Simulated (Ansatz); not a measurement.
# C2H2F4O: the cost of one run

Program: Ansatz 0.2.0, Gaussian basis. Level of theory: the settings change from run to run. These are calculated values, not measurements.

### 1 The geometry

The geometry comes from an earlier relaxation with PBE0-D4 in a triple-zeta def2 set; it is a stationary point, not always the lowest conformer.

9 atoms, charge 0, spin multiplicity 1.

Atoms are counted from 1 here; the program's logs count them from 0.

Bond lengths: F1–C2 1.331 Å, C2–F3 1.343 Å, C2–O4 1.371 Å, C2–H8 1.097 Å, O4–C5 1.371 Å, C5–F6 1.332 Å, C5–F7 1.343 Å, C5–H9 1.097 Å. Angles: F1–C2–F3 108.0°, F1–C2–O4 106.9°, F1–C2–H8 110.0°, F3–C2–O4 110.6°, F3–C2–H8 108.6°, O4–C2–H8 112.7°, C2–O4–C5 116.4°, O4–C5–F6 107.0°, O4–C5–F7 110.6°, O4–C5–H9 112.7°, F6–C5–F7 107.9°, F6–C5–H9 109.9°, F7–C5–H9 108.6°.

### 2 rPW86-PBE/6-31++G**

This run has unrestricted orbitals, atoms shaken by 0.15 Å.

in.yaml reads:

```yaml
crystal:
  periodic: [false, false, false]
  atoms:
    - {symbol: F, position_ang: [0.371237, -1.606220, 1.660987]}
    - {symbol: C, position_ang: [0.422510, -1.129289, 0.414914]}
    - {symbol: F, position_ang: [1.473059, -1.401504, -0.266187]}
    - {symbol: O, position_ang: [0.243206, 0.464763, 0.632705]}
    - {symbol: C, position_ang: [-0.447564, 0.841813, -0.579150]}
    - {symbol: F, position_ang: [-1.085257, 2.157866, 0.159173]}
    - {symbol: F, position_ang: [0.329844, 1.468255, -1.265401]}
    - {symbol: H, position_ang: [-0.410668, -1.634790, -0.227849]}
    - {symbol: H, position_ang: [-1.255184, 0.395511, -0.689286]}
basis:
  gaussian: {orbitals: "6-31++G**"}
magnetization: {spin_polarized: true, initial_magnetization: 0}
hamiltonian: {xc: {name: rPW86-PBE}}
output: {forces: true}
```

Command:

```sh
> ansatz run in.yaml --threads 4 --pin off --events-out ev --progress --plain --max-ram 10444MiB
```

What time and memory should one allow on 4 threads of Arm Neoverse V1, shared host?

About 6.5 s, with a peak of 0.33 GiB.
